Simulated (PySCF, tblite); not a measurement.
**C7H8: infrared bands and NMR shifts**

What infrared bands and NMR shifts should C7H8 (`C#CC#CCCC`) show?

The runs use tblite 0.8.0 and PySCF 2.14.0, with density-fitted response routines of our own; the level of theory stands in each step. All values are computed, except where a source is named. Atoms count from 0, in the outputs and in this text.

**1. The molecule as given**

15 atoms, charge 0, multiplicity 1; geometry from: GFN2-xTB.

Bonds of the start (Å): C0–C1 1.20, C1–C2 1.36, C2–C3 1.21, C3–C4 1.44, C4–C5 1.53, C5–C6 1.52, C0–H7 1.05, C4–H8 1.09, C4–H9 1.10, C5–H10 1.09, C5–H11 1.09, C6–H12 1.09, C6–H13 1.09, C6–H14 1.09.

**2. Infrared spectrum with GFN2-xTB**

What the job is given:

```
{"job": {"kind": "ir", "xc": "GFN2-xTB", "basis": "xTB"}, "charge": 0, "multiplicity": 1}
C      4.200427     0.466653    -0.339382
C      3.077272     0.093157    -0.117599
C      1.807037    -0.323461     0.128469
C      0.683752    -0.699610     0.358706
C     -0.674240    -1.132099     0.593820
C     -1.671613    -0.350672    -0.272296
C     -1.715141     1.123401     0.108911
H      5.178605     0.790016    -0.531486
H     -0.915157    -0.991577     1.652638
H     -0.747811    -2.201074     0.367830
H     -1.386936    -0.450815    -1.322205
H     -2.663635    -0.791276    -0.149304
H     -2.404165     1.664539    -0.535195
H     -2.045208     1.241664     1.139247
H     -0.727602     1.569144     0.011037
```

**Question.** This job is followed by: GIAO PBE0/pcSseg-1 NMR shielding, non-relativistic, gas phase. What will the session give for the following? strongest single infrared mode (GFN2-xTB); zero-point energy (GFN2-xTB); ¹³C shifts against TMS (PBE0/pcSseg-1); ¹H shifts against TMS (PBE0/pcSseg-1, means over atoms taken as alike).

The runs gave:

| quantity | value |
| --- | --- |
| strongest single infrared mode (GFN2-xTB) | 2357 cm⁻¹, 61 km/mol |
| zero-point energy (GFN2-xTB) | 75.8 kcal/mol |
| ¹³C shifts against TMS (PBE0/pcSseg-1) | 83.1, 74.4, 74.4, 70.7, 26.3, 23.5, 15.5 ppm |
| ¹H shifts against TMS (PBE0/pcSseg-1, means over atoms taken as alike) | 2.41, 1.55, 1.19, 1.15 ppm |

In words: No mode is imaginary among the 39: a minimum at this level. The strongest single mode, at 2357 cm⁻¹, moves mainly C2 and C3. Unscaled tight-binding wavenumbers are off by several per cent, some by more. Its intensities can rank the bands wrongly. At PBE0/pcSseg-1: Shielding is most anisotropic at C3 (span 298 ppm, paramagnetic term -161 ppm).
